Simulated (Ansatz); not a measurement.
**Ga3Sn (Pm-3m): relaxation of the ions in Python**

Where do the atoms of Ga3Sn (Pm-3m) settle in the given cell? Aim: a relaxation of the ions, for Ga3Sn (Pm-3m), run from a script.

Program: Ansatz 0.2.0, driven from Python. Level of theory: DFT PBEsol, plane waves, PAW. These are calculated values, not measurements.

### 1 The structure

Symmetry: Pm-3m, No. 221, cubic system. Conventional cell: a = 4.375 Å, b = 4.375 Å, c = 4.375 Å, α = 90.00°, β = 90.00°, γ = 90.00°. Ga (site symmetry 4/mmm) has 8 Ga at 3.09 Å and 4 Sn at 3.09 Å as nearest neighbours. Sn (site symmetry m-3m) is surrounded by 12 Ga at 3.09 Å.

The script holds or builds the structure itself.

### 2 The code

File relax.py:

```python
from pathlib import Path
import warnings

import ansatz
import matplotlib.pyplot as plt
import numpy as np


def main() -> None:
    warnings.simplefilter("ignore", ansatz.DeckWarning)

    ga3sn = (
        ansatz.Lattice.of([4.37524287, 0.0, 0.0], [0.0, 4.37524287, 0.0], [0.0, 0.0, 4.37524287])
        .atom("Ga", [0.0, 0.5, 0.5])
        .atom("Ga", [0.5, 0.0, 0.5])
        .atom("Ga", [0.5, 0.5, 0.0])
        .atom("Sn", [0.0, 0.0, 0.0])
    )

    model = (
        ga3sn.move(3, to=[0.00685676, -0.00685676, 0.00685676]).calculation()
        .occupations("Marzari-Vanderbilt", width=0.1)
        .kpoints(4)
        .functional(ansatz.Functional.PBESOL)
        .relax(max_steps=60)
        .band_table()
        .density()
        .potential()
        .electron_localization_function()
        .output_files(volumetric_format="npy")
    )
    steps = []


    def collect(event):
        if event["event"] == "relax_step":
            steps.append(event["data"])


    result = model.session().plan().execute(on_event=collect)
    report = result.report
    print("step   energy (eV)     max comp. (eV/A)  SCF")
    for s in steps:
        print(f"{s['step']:4d} {s['lagrangian_ev']:15.5f} {s['allowed_force_max_ev_ang']:12.4f} {s['n_scf']:5d}")

    first, last = steps[0], steps[-1]
    symbols = [site.symbol for site in result.lattice.sites]
    print(f"energy gained {first['lagrangian_ev'] - last['lagrangian_ev']:.4f} eV in {len(steps) - 1} steps")

    moved = np.linalg.norm(np.array(last["positions_ang"]) - np.array(first["positions_ang"]), axis=1)
    print("displacement by atom (A):", " ".join(f"{s}:{d:.3f}" for s, d in zip(symbols, moved)))

    fig, (top, bottom) = plt.subplots(2, 1, sharex=True, figsize=(4.5, 4))
    top.plot([s["lagrangian_ev"] - last["lagrangian_ev"] for s in steps], "o-")
    top.set_ylabel("E - E(final) (eV)")
    bottom.semilogy([max(s["allowed_force_max_ev_ang"], 1e-6) for s in steps], "s-")
    bottom.set(xlabel="step", ylabel="largest force (eV/A)")
    fig.tight_layout()
    fig.savefig("relax.png", dpi=100)

    n_atoms = len(report["lattice"]["sites"])
    print("F =", round(report["free_energy_ev"], 4), "eV for", n_atoms, "atoms")
    print("E(sigma -> 0) =", round(report["energy_sigma0_ev"], 4), "eV, TS =", round(report["entropy_ts_ev"], 5), "eV")
    print("closed by", report["closed_by"], "after", report["n_iterations"], "iterations")

    fermi = report["fermi_energy_ev"]
    print("levels less the Fermi level (eV) at the first k-points")
    for k, levels in list(zip(report["kpoints_frac"], report["eigenvalues_ev"]))[:6]:
        print("k = ({:.3f}, {:.3f}, {:.3f})".format(*k))
        print("   ", " ".join(f"{e - fermi:.3f}" for e in levels))

    folder = Path(result.write_results("fields"))
    print("densities in e/A^3, potentials in eV, ELF without unit")
    for name in sorted(p.name for p in folder.glob("*.npy")):
        field = np.load(folder / name)
        print(f"{name:16s} {str(field.shape):16s} min {field.min():10.4f}  mean {field.mean():10.4f}  max {field.max():10.4f}")


if __name__ == "__main__":
    main()
```

### 3 The input behind the calls

The package turns the script's settings into the engine's input:

```yaml
crystal:
  lattice:
    - [4.37524287, 0.0, 0.0]
    - [0.0, 4.37524287, 0.0]
    - [0.0, 0.0, 4.37524287]
  atoms:
    - { symbol: Ga, position: [0.0, 0.5, 0.5] }
    - { symbol: Ga, position: [0.5, 0.0, 0.5] }
    - { symbol: Ga, position: [0.5, 0.5, 0.0] }
    - { symbol: Sn, position: [0.00685676, -0.00685676, 0.00685676] }
kpoints:
  mp_grid:
    grid: [4, 4, 4]
hamiltonian:
  xc: pbesol
scf:
  occupations:
    method: cold
    width: 0.1
relax:
  max_steps: 60
output:
  write_density: true
  write_potential: true
  volumetric_format: npy
  elf: true
  eigenvalues: true
```

### 4 The run

Launch:

```sh
python relax.py
```

Q: Predict the main results. Wanted: free energy; moves of the relaxation; energy gained; last largest force component.

As calculated:

| quantity | value |
| --- | --- |
| free energy | -17179.1499 eV (-4294.7875 eV/atom) |
| moves of the relaxation | 2 |
| energy gained | 0.4 meV/atom |
| last largest force component | 0.0014 eV/Å |

What this shows: After 2 moves the largest shift is 0.036 Å, of atom 4 (Sn). The script had first distorted the structure, so the gain undoes that, in part or whole. Within 0.02 Å the atoms end in space group Pm-3m, from R3m at the start. What to keep in mind:
- The negative TS is no error: cold and Methfessel-Paxton smearing have a generalised entropy.
- The computed bands are complete only to about 1.9 eV above the Fermi level.
- The mesh is modest for a metal, so energies can be off by several to tens of meV an atom and pressures by half a GPa or more; differences at equal mesh fare better.
- Energies along a relaxation are free energies. A last row that repeats the one before re-solves the same geometry more tightly.
- The fields are valence quantities on the plane-wave grid; their values near the nuclei depend on the potentials.
- This cell is a computed structure, which may not be the phase found in nature.
